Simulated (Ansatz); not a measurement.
# C2H3I, SMILES C=CI: a geometry optimisation

Computed with Ansatz 0.2.0, Python API.

Contents of `c2h3i.xyz`:
```text
6

C    -0.62363    0.07451   -0.45395
C     0.36705    0.15983    0.40551
I     1.85594   -1.31809    0.60698
H    -0.74658   -0.76119   -1.12130
H    -1.36072    0.85836   -0.51777
H     0.50793    0.98657    1.08053
```

Notebook, run cell by cell (the value of a cell's last expression is shown):

In [1]:
```python
import itertools

import ansatz as az
from ase.data import atomic_numbers, covalent_radii
import numpy as np

mol = az.Crystal.molecule_from_extxyz("c2h3i.xyz")
```

In [2]:
```python
calc = (
    mol.calculation()
    .basis(gaussian="def2-SVP")
    .functional("hf")
)
symbols = [site.symbol for site in mol.cartesian_sites]
start = np.array([site.position_ang for site in mol.cartesian_sites], dtype=float)
def progress(event):
    if event["event"] == "relax_step":
        row = event["data"]
        print(f"step {row['step']:3d}  E = {row['lagrangian_ev']:.6f} eV  largest force component {row['allowed_force_max_ev_ang']:.4f} eV/A")
```

In [3]:
```python
r = calc.relax(force_tolerance=0.005).session().plan().execute(on_event=progress).report
end = np.array(r["positions_ang"])
```
```text
step   1  E = -10178.186633 eV  largest force component 0.2241 eV/A
step   2  E = -10178.189383 eV  largest force component 0.0523 eV/A
step   3  E = -10178.189718 eV  largest force component 0.0395 eV/A
step   4  E = -10178.189491 eV  largest force component 0.0513 eV/A
step   5  E = -10178.189832 eV  largest force component 0.0050 eV/A
```

In [4]:
```python
for key in ("converged", "free_energy_ev", "reference_energy_ev", "n_frozen", "n_occupied", "n_virtual"):
    print(f"{key:22s} {r[key]}")
```
```text
converged              True
free_energy_ev         -10178.189831744103
reference_energy_ev    -10178.189831744103
n_frozen               0
n_occupied             [20, 20]
n_virtual              [49, 49]
```

In [5]:
```python
# pairs closer than 1.2 times the sum of covalent radii, before or after
radius = [covalent_radii[atomic_numbers[s]] for s in symbols]
span = lambda where, i, j: np.linalg.norm(where[i] - where[j])
bonded = [(i, j) for i, j in itertools.combinations(range(len(symbols)), 2) if min(span(start, i, j), span(end, i, j)) < 1.2 * (radius[i] + radius[j])]
print("pair        before    after (A)")
for i, j in bonded:
    print(f"{symbols[i]}{i}-{symbols[j]}{j}".ljust(10), f"{span(start, i, j):8.4f} {span(end, i, j):8.4f}")
with open("c2h3i_opt.xyz", "w") as handle:
    handle.write(f"{len(symbols)}\nrelaxed C2H3I\n")
    handle.writelines(f"{s:2s} {x:11.6f} {y:11.6f} {z:11.6f}\n" for s, (x, y, z) in zip(symbols, end))
```
```text
pair        before    after (A)
C0-C1        1.3143   1.3162
C0-H3        1.0765   1.0819
C0-H4        1.0779   1.0842
C1-I2        2.1075   2.1014
C1-H5        1.0766   1.0807
```

File `c2h3i_opt.xyz` afterwards:
```text
6
relaxed C2H3I
C    -0.623374    0.070715   -0.456352
C     0.370258    0.152267    0.402958
I     1.860778   -1.313962    0.613540
H    -0.753341   -0.766020   -1.129767
H    -1.355103    0.869164   -0.506212
H     0.500771    0.987827    1.075833
```

Notes:
- Total energies depend on the basis set; only differences at equal settings carry meaning.
- The end point is the stationary point reached from this start; no frequency run checks that it is a minimum, and the basis set is modest.
- def2 sets replace the cores of elements past krypton by effective core potentials.
- Run time: 7.2 s on 1 thread of Arm Neoverse V2 (shared host), peak memory 0.2 GiB.
